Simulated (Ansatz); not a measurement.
# B3LYP/cc-pVDZ run of CH4BClS (SMILES CSBCl)

Aim: the vertical singlet–triplet gap of CH4BClS at B3LYP/cc-pVDZ, from 2 runs. 

The calculation is run with Ansatz 0.2.0.

94 further runs of the same task are left out: 94 set aside as unsound or not needed.

### 1 Starting point

The species is CH4BClS (8 atoms), meant as a singlet with charge 0. SMILES: `CSBCl`. The coordinates come from a PBE0-D4/def2-TZVP relaxation. This is one conformer, not always the lowest.

Bond lengths: C1–S2 1.810 Å, S2–B3 1.766 Å, B3–Cl4 1.749 Å, C1–H5 1.088 Å, C1–H6 1.089 Å, C1–H7 1.089 Å, B3–H8 1.191 Å. Angles: C1–S2–B3 103.2°, S2–B3–Cl4 119.0°, S2–C1–H5 110.2°, S2–C1–H6 109.0°, S2–C1–H7 109.0°, S2–B3–H8 121.7°, Cl4–B3–H8 119.3°, H5–C1–H6 109.7°, H5–C1–H7 109.7°, H6–C1–H7 109.3°.

### 2 A single-point energy at B3LYP/cc-pVDZ

File molecule.yaml:

```yaml
crystal:
  periodic: [false, false, false]
  atoms:
    - {symbol: C, position_ang: [-0.471000, 1.184200, 0.216300]}
    - {symbol: S, position_ang: [0.979400, 0.341100, -0.461900]}
    - {symbol: B, position_ang: [0.578900, -1.367600, -0.269600]}
    - {symbol: Cl, position_ang: [1.728300, -2.572200, -0.805600]}
    - {symbol: H, position_ang: [-1.201900, 0.455300, 0.560900]}
    - {symbol: H, position_ang: [-0.157800, 1.812600, 1.049100]}
    - {symbol: H, position_ang: [-0.912200, 1.808700, -0.559500]}
    - {symbol: H, position_ang: [-0.451500, -1.719100, 0.214500]}
basis:
  gaussian: {orbitals: cc-pVDZ}
hamiltonian: {xc: {name: B3LYP}}
accuracy: high
output: {orbitals: {seedname: orbitals}}
```

The run is started by

```
ansatz run molecule.yaml --threads 1 --pin off --max-ram 2610MiB --events-out events.jsonl --progress --plain --runs-dir runs
```

Log:

```text
Warning: RAYON_NUM_THREADS=1 ignored (pool sized by the plan → 1); use --threads N
Functional definition: B3LYP
  name "B3LYP"
  parameter a0 = 0.2
  parameter ax = 0.72
  parameter ac = 0.81
  exchange = (1 - a0 - ax)*slater_x + ax*b88_x + a0*exact_x
  correlation = (1 - ac)*vwn_rpa_c + ac*lyp_c
1973 factors; integrals over basis functions are off by at most 6.8e-9 eV
mean field evaluation 1: about -25135.9370 eV, gradient 3.6e1 eV
mean field evaluation 2: about -25134.4985 eV, gradient 4.2e1 eV
mean field evaluation 4: about -25139.2863 eV, gradient 9.2e-1 eV
mean field evaluation 8: about -25139.4522 eV, gradient 1.6e-1 eV
mean field evaluation 16: about -25139.4523 eV, gradient 1.1e-5 eV
mean field -25139.45226153 eV, -923.8578304786 hartree, gradient 3.2e-8 eV, S^2 0.000000; 0 other end points of the search recorded, 0 dependent functions left out
reference -25139.45230062 eV, -923.8578319151 hartree; 24, 24 occupied and 60, 60 virtual orbitals, 1973 factors
Total energy: -25139.45230062 eV, -923.8578319151 hartree
```

Wall time 9 s (1 thread of Arm Neoverse V1, shared host); peak memory 0.28 GiB.

### 3 The triplet, same level

File in.yaml:

```yaml
crystal:
  periodic: [false, false, false]
  atoms:
    - symbol: C
      position_ang: [-0.471000, 1.184200, 0.216300]
    - symbol: S
      position_ang: [0.979400, 0.341100, -0.461900]
    - symbol: B
      position_ang: [0.578900, -1.367600, -0.269600]
    - symbol: Cl
      position_ang: [1.728300, -2.572200, -0.805600]
    - symbol: H
      position_ang: [-1.201900, 0.455300, 0.560900]
    - symbol: H
      position_ang: [-0.157800, 1.812600, 1.049100]
    - symbol: H
      position_ang: [-0.912200, 1.808700, -0.559500]
    - symbol: H
      position_ang: [-0.451500, -1.719100, 0.214500]
basis:
  gaussian:
    orbitals: cc-pVDZ
magnetization:
  spin_polarized: true
  initial_magnetization: 2
hamiltonian:
  xc: {name: B3LYP}
accuracy: high
output:
  orbitals: {seedname: orbitals}
```

The run is started by

```
ansatz run in.yaml --threads 1 --pin off --max-ram 2610MiB --events-out events.jsonl --progress --plain --runs-dir runs
```

Log, shortened:

```text
Warning: RAYON_NUM_THREADS=1 ignored (pool sized by the plan → 1); use --threads N
[... 7 set-up lines as earlier in the session ...]
1973 factors; integrals over basis functions are off by at most 6.8e-9 eV
mean field evaluation 1: about -25129.7873 eV, gradient 3.0e1 eV
mean field evaluation 2: about -25121.2222 eV, gradient 4.4e1 eV
mean field evaluation 4: about -25134.4571 eV, gradient 3.4e0 eV
mean field evaluation 8: about -25134.7130 eV, gradient 6.5e-1 eV
mean field evaluation 16: about -25134.7161 eV, gradient 7.3e-4 eV
mean field evaluation 32: about -25134.7161 eV, gradient 1.2e-7 eV
mean field -25134.71610306 eV, -923.6837798648 hartree, gradient 2.3e-8 eV, S^2 2.006208; 5 other end points of the search recorded, 0 dependent functions left out
reference -25134.71614101 eV, -923.6837812598 hartree; 25, 23 occupied and 59, 61 virtual orbitals, 1973 factors
Total energy: -25134.71614101 eV, -923.6837812598 hartree
```

It took 25 s on 1 thread of Arm Neoverse V1, shared host; peak memory 0.41 GiB.

### 4 Outcome

At B3LYP/cc-pVDZ:

| quantity | value |
| --- | --- |
| singlet: total energy | -923.85783 Eh |
| singlet: HOMO energy | -7.36 eV |
| singlet: LUMO energy | -1.03 eV |
| singlet: HOMO–LUMO gap | 6.34 eV |
| triplet: total energy | -923.68378 Eh |
| triplet: HOMO energy (highest over α and β) | -2.70 eV |
| triplet: ⟨S²⟩ | 2.006 |
| vertical energy of the triplet above the singlet | 4.736 eV |

What this shows: At this shape the triplet lies 4.74 eV (457 kJ/mol) above the singlet.
